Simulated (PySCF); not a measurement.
# The bond of KBi+, level by level

The task here is to estimate one member of a computed series from the others.

The runs use PySCF 2.14.0; K def2-SVPD, Bi def2-SVPD with ECP60, scalar-relativistic core potentials.

The first run:

Settings of the job:

```yaml
atoms: K, Bi
charge: 1
basis: K def2-SVPD, Bi def2-SVPD with ECP60
Hamiltonian: scalar-relativistic core potentials
basis_functions: 59
electrons_treated: 41
masses_in_u: 38.9637, 208.9804
levels: PBE0, PBE, r²SCAN, BLYP, M06-L, B97-3, HSE06, HF, MP2, SCS-MP2, CCSD, CCSD(T)
grid: 80 radial by 434 angular points
occupations: held fixed by the projection of orbital angular momentum
dissociation_limit: K+ + Bi, each in its ground configuration
starting_distance_in_angstrom: 3.505
values_of_2S_to_try: 1, 3
```

Launch:

```
OMP_NUM_THREADS=1 python dia.py task.json out
```

Steps of the session up to this table: Input; First curve: PBE0; Excited determinants; PBE (GGA); r²SCAN; BLYP (GGA); M06-L (meta-GGA); B97-3 (global hybrid GGA); HSE06 (range-separated hybrid); UHF (mean field); Correlated methods on the Hartree–Fock reference.

One of the session's tables, all rows but one given; the rest of the session is left out.

| level | Re (Å) | ωe (cm⁻¹) | De (eV) |
| --- | --- | --- | --- |
| UHF | 4.109 | 48.4 | 0.149 |
| UHF-MP2 | 3.994 | 55.4 | 0.196 |
| UHF-SCS-MP2 | 4.007 | 54.5 | 0.190 |
| UHF-CCSD | 4.003 | 55.4 | 0.197 |
| UHF-CCSD(T) | ? | ? | ? |
| PBE | 3.910 | 56.4 | 0.230 |
| BLYP | 3.973 | 53.8 | 0.218 |
| r²SCAN | 3.926 | 55.2 | 0.199 |
| M06-L | 3.911 | 55.0 | 0.155 |
| PBE0 | 3.908 | 55.7 | 0.206 |
| B97-3 | 3.898 | 57.6 | 0.185 |
| HSE06 | 3.915 | 55.6 | 0.210 |

**Question.** Estimate the row for UHF-CCSD(T).

As computed: Re (Å): 3.999; ωe (cm⁻¹): 55.7; De (eV): 0.199. In the column «Re (Å)» it lies between UHF-MP2 (3.994) and UHF-CCSD (4.003).

De is counted to K+ + Bi in their ground configurations.

Limits of these values: The bond is weak, and basis-set superposition, which was not computed, may be a sizeable part of it.
